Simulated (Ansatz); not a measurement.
# ScZn3 (distorted cell): a single point

Program: the Python package of Ansatz (0.2.0).

Contents of `POSCAR`:
```text
ScZn3
1.0
  -0.03178000    3.05251000    3.04044000
   3.03412000   -0.03710000    3.04576000
   3.10284000    3.12656000   -0.10582000
Sc Zn
1 3
Direct
   0.99092000    0.99294000    0.00536000
   0.23827000    0.26085000    0.24723000
   0.76000000    0.73702000    0.75465000
   0.49286000    0.50814000    0.49496000
```

Run as a notebook:

In [1]:
```python
from collections import Counter
from pathlib import Path
import itertools
import json
import warnings

import ansatz as az
from ase.io import read
import numpy as np
```

In [2]:
```python
SMEARING = "cold"
SIGMA = 0.15
XC = "pbesol"
```

In [3]:
```python
warnings.simplefilter("ignore", az.DeckWarning)
```

In [4]:
```python
atoms = read("POSCAR", format="vasp")
system = az.Crystal.from_ase(atoms)

[site.symbol for site in system.resolved().sites]
```
Out [4]:
```text
['Sc', 'Zn', 'Zn', 'Zn']
```

In [5]:
```python
calc = (
    system.calculation()
    .occupations(SMEARING, width=SIGMA)
    .functional(XC)
    .kpoints(6)
    .density()
    .potential()
    .electron_localization_function()
    .output_files(volumetric_format="npy")
    .stress()
)
res = calc.run(events_out="events.ndjson")
report = res.report
```

In [6]:
```python
report["n_iterations"], report["closed_by"]
```
Out [6]:
```text
(7, 'deck_thresholds')
```

In [7]:
```python
[(site.symbol, site.position_frac.round(4).tolist()) for site in res.lattice.sites]
```
Out [7]:
```text
[(<Element.SC: 'Sc'>, [0.9909, 0.9929, 0.0054]), (<Element.ZN: 'Zn'>, [0.2383, 0.2609, 0.2472]),
 (<Element.ZN: 'Zn'>, [0.76, 0.737, 0.7547]), (<Element.ZN: 'Zn'>, [0.4929, 0.5081, 0.495])]
```

In [8]:
```python
with open("events.ndjson") as stream:
    kinds = Counter(json.loads(line)["event"] for line in stream)
print("events:", {kind: kinds[kind] for kind in ("scf_iter", "scf_done", "notice", "finished")})

print("%-22s %14.5f eV" % ("F = E - TS", report["free_energy_ev"]))
print("%-22s %14.5f eV" % ("E", report["internal_energy_ev"]))
print("%-22s %14.5f eV" % ("Harris-Foulkes", report["harris_foulkes_ev"]))
print("%-22s %14.5f eV" % ("Fermi level", report["fermi_energy_ev"]))
```
```text
events: {'scf_iter': 7, 'scf_done': 1, 'notice': 2, 'finished': 1}
F = E - TS               -11955.21558 eV
E                        -11955.21568 eV
Harris-Foulkes           -11955.21558 eV
Fermi level                  12.59516 eV
```

In [9]:
```python
folder = Path(res.write_results("fields"))
print("densities in e/A^3, potentials in eV, ELF without unit")
for name in sorted(p.name for p in folder.glob("*.npy")):
    field = np.load(folder / name)
    print(f"{name:16s} {str(field.shape):16s} min {field.min():10.4f}  mean {field.mean():10.4f}  max {field.max():10.4f}")
```
```text
densities in e/A^3, potentials in eV, ELF without unit
elf.npy          (30, 30, 30)     min     0.0000  mean     0.2673  max     0.7497
rho.npy          (30, 30, 30)     min     0.1291  mean     0.7923  max    44.9988
v_es.npy         (30, 30, 30)     min   -75.9928  mean     5.0263  max    14.7510
v_tot.npy        (30, 30, 30)     min  -100.8505  mean    -6.6395  max     5.5675
```

In [10]:
```python
rho = res.density()
total = sum(channel.density_e_per_ang3 for channel in rho.channels[:2])
grid_cell = np.asarray(rho.fft_grid_basis) @ res.lattice.cell_ang
mesh = np.stack(np.meshgrid(*[np.arange(n) / n for n in rho.dims], indexing="ij"), axis=-1)
for site in res.lattice.sites:
    offset = mesh - site.position_ang @ np.linalg.inv(grid_cell)
    offset -= offset.round()
    distance = np.min([np.linalg.norm((offset + shift) @ grid_cell, axis=-1) for shift in itertools.product((-1, 0, 1), repeat=3)], axis=0)
    inside = [total[distance < radius].sum() * rho.cell_volume_ang3 / total.size for radius in (0.8, 1.0, 1.2)]
    print(site.symbol, "electrons within 0.8, 1.0, 1.2 A:", np.round(inside, 2))
```
```text
Sc electrons within 0.8, 1.0, 1.2 A: [7.02 8.3  9.06]
Zn electrons within 0.8, 1.0, 1.2 A: [ 8.91  9.93 10.79]
Zn electrons within 0.8, 1.0, 1.2 A: [ 8.91  9.94 10.79]
Zn electrons within 0.8, 1.0, 1.2 A: [ 8.9   9.89 10.72]
```

In [11]:
```python
sigma = report["stress_gpa"]
voigt = [sigma[0][0], sigma[1][1], sigma[2][2], sigma[1][2], sigma[0][2], sigma[0][1]]
print("stress xx yy zz yz xz xy (GPa, compression positive):", " ".join(f"{s:.3f}" for s in voigt))
print("P =", round(10 * float(np.mean(voigt[:3])), 2), "kbar")
```
```text
stress xx yy zz yz xz xy (GPa, compression positive): 3.845 3.325 3.696 2.638 4.082 -0.990
P = 36.22 kbar
```

Absolute energies stand on the zero of these potentials, so only differences at equal settings mean something. A total without «per atom» is that of the cell as typed. Under cold or Methfessel-Paxton smearing the entropy term is a generalised one and can be negative. For a metal this k-point mesh is coarse: on a finer one energies can move by several to tens of meV an atom and pressures by half a GPa or more, differences at one mesh by less. An absolute Fermi energy rests on an arbitrary zero of the periodic potential and has no direct meaning. The fields are valence quantities on the plane-wave grid; their values near the nuclei depend on the potentials. The cell is a database structure, distorted on purpose. It ran for 20 s on 1 thread of Arm Neoverse V2 (shared host), peak memory 0.47 GiB.
